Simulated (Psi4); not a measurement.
**SiHCl2OF (SMILES O[Si](F)(Cl)Cl): SVWN-RPA/3-21G (density fitting, force field MMFF94)**

Aim: a geometry optimisation of SiHCl2OF. The job is set up through a Python script.

The results are computed with Psi4 1.11.

### Step 1. The system as given

SiHCl2OF: 6 atoms, total charge 0, spin state singlet. As SMILES, `O[Si](F)(Cl)Cl`. The shape is built from the SMILES string. This is one conformer, not always the lowest. The run starts from this shape.

Bond lengths: O1–Si2 1.649 Å, Si2–F3 1.595 Å, Si2–Cl4 2.033 Å, Si2–Cl5 2.030 Å, O1–H6 0.968 Å. Angles: O1–Si2–F3 109.1°, O1–Si2–Cl4 106.7°, O1–Si2–Cl5 108.4°, F3–Si2–Cl4 111.4°, F3–Si2–Cl5 112.6°, Cl4–Si2–Cl5 108.4°, Si2–O1–H6 113.9°.

### Step 2. A structure relaxation at SVWN-RPA/3-21G (density fitting, force field MMFF94)

calc.py reads:

```python
import psi4
from rdkit import Chem
from rdkit.Chem import AllChem

psi4.set_memory('1600 MB')
psi4.set_num_threads(1)
psi4.core.set_output_file('psi4.out', False)

rd = Chem.AddHs(Chem.MolFromSmiles('O[Si](F)(Cl)Cl'))
AllChem.EmbedMolecule(rd, randomSeed=489)
AllChem.MMFFOptimizeMolecule(rd, maxIters=2000)
atoms = '\n'.join(Chem.MolToXYZBlock(rd).splitlines()[2:])
geom = psi4.geometry('0 1\n' + atoms + '')

psi4.set_options({
    'basis': '3-21G',
    'geom_maxiter': 60,
})

e_tot = psi4.optimize('svwn', molecule=geom)
print(f'total energy {e_tot:.8f} hartree = {e_tot * 27.211386:.5f} eV')
geom.save_xyz_file('final.xyz', False)
```

Command:

```bash
$ python calc.py
```

Q: Predict the results. Wanted: total energy at the end; dipole moment; HOMO energy; LUMO energy; HOMO–LUMO gap.

Answer, from the run:

At SVWN-RPA/3-21G (density fitting, force field MMFF94):

```
               quantity           value
total energy at the end  -1374.87149 Eh
          dipole moment          3.03 D
            HOMO energy        -8.75 eV
            LUMO energy        -2.93 eV
          HOMO–LUMO gap         5.82 eV
```

At the final geometry: Bond lengths: O1–Si2 1.646 Å, Si2–F3 1.631 Å, Si2–Cl4 2.119 Å, Si2–Cl5 2.095 Å, O1–H6 0.994 Å. Angles: O1–Si2–F3 110.3°, O1–Si2–Cl4 113.1°, O1–Si2–Cl5 107.2°, F3–Si2–Cl4 107.6°, F3–Si2–Cl5 109.7°, Cl4–Si2–Cl5 108.9°, Si2–O1–H6 123.8°. The optimisation took 11 steps and changed the energy by -0.247 eV.
